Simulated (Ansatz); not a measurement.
**TiH: a line through an energy map**

One line of a two-coordinate grid on TiH (Fm-3m, No. 225; 2 atoms in the cell): normal strain along x is varied, at amplitude of mode 4 (959 cm⁻¹) = 0.000 Å.

Program: Ansatz 0.2.0. Level of theory: DFT LDA, scalar-relativistic, plane waves, PAW. These are calculated values, not measurements.

7 further runs of the same task are left out: 1 that didn't finish, 6 set aside as unsound or not needed.

### Step 1. The system as given

The structure is cubic, space group Fm-3m (No. 225). Conventional cell: a = 4.103 Å, b = 4.103 Å, c = 4.103 Å, α = 90.00°, β = 90.00°, γ = 90.00°. Ti (site symmetry m-3m) is surrounded by 6 H at 2.05 Å. Around H (site symmetry m-3m) lie 6 Ti at 2.05 Å.

Coordinates:

```
CELL_PARAMETERS angstrom
0.00000 2.05162 2.05162
2.05162 0.00000 2.05162
2.05162 2.05162 0.00000
ATOMIC_POSITIONS crystal
Ti 0.00000 0.00000 0.00000
H 0.50000 0.50000 0.50000
```

It goes back to an entry of the Materials Project, which need not be the stable form.

It is the result of an earlier relaxation at this level (volume 8.64 Å³/atom; gap on the mesh: none (metal)).

### Step 2. The scan

The energy is mapped over a normal mode and a strain (zone-centre modes of the cell shown) (x along [1 0 0], y along [0 1 0], z along [0 0 1] of the conventional cell).

First coordinate, amplitude of mode 4 (959 cm⁻¹), largest displacement in the unstrained cell: 11 values from −0.186 Å. Second coordinate, normal strain along x: 7 values from −7.00 %.

Nothing else is relaxed (the pattern is fixed in fractional coordinates). Energies count from the relaxed high-symmetry cell. Points are written as (first, second).

The modes come from a phonon run on the reference cell, made beforehand.

Displacement patterns for an amplitude of 1 (Å):

```csv
atom,x1,y1,z1
Ti1,-0.021,0.000,0.000
H2,1.000,0.000,0.000
```

### Step 3. Grid point (0.000 Å, −7.00 %)

input.yaml reads:

```yaml
crystal:
  lattice:
    - [0.0, 2.0516219871, 2.0516219871]
    - [1.908008448, 0.0, 2.0516219871]
    - [1.908008448, 2.0516219871, 0.0]
  atoms:
    - { symbol: Ti, position: [0.0, 0.0, 0.0] }
    - { symbol: H, position: [0.5, 0.5, 0.5] }
basis:
  ecutwfc: 520.0
kpoints:
  mp_grid: { grid: [18, 18, 18] }
hamiltonian:
  xc: lda
scf:
  occupations: { method: gaussian, width: 0.15 }
output:
  forces: true
  stress: true
  eigenvalues: true
  write_density: true
  write_potential: true
  elf: true
  volumetric_format: npy
```

On the command line:

```console
$ ansatz run input.yaml --threads 1 --pin off --max-ram 2048MiB --backend cpu --events-out ev --progress --plain --runs-dir out
```

Further runs follow: the other points of the line.

What does the calculation give? Wanted: for each run, normal strain along x; energy; slope; pressure.

As calculated:

| normal strain along x (%) | step | energy (meV) | slope (meV per %) | pressure (GPa) |
| --- | --- | --- | --- | --- |
| −7.00 | 3 | 40 | −12.9 | 13.0 |
| −4.67 | 4 | 17 | −7.6 | 8.2 |
| −2.33 | 5 | 4.1 | −3.6 | 3.9 |
| 0.00 | – | 0 | 0.0 | 0.0 |
| 2.33 | 6 | 3.9 | 3.4 | −3.5 |
| 4.67 | 7 | 16 | 6.8 | −6.7 |
| 7.00 | 8 | 35 | 9.8 | −9.5 |

Energies count from the relaxed high-symmetry cell. Rows without a step come from runs not printed here or follow by symmetry. Slopes come from the forces (and the stress, where the cell changes), not from differences of energies.

In words: The lowest point of the line is at 0.00 %, 0 meV from the zero. Energies and slopes round the minimum, fitted together, put the minimum at 0.000 %, with a curvature of about 1.5 meV per %². The highest point computed, at −7.00 %, lies 40 meV above the lowest. This is one cut through a surface in two coordinates; it holds the lowest point sampled, which need not be a minimum. A rigid map gives upper bounds: relaxing the other coordinates can only lower a point.
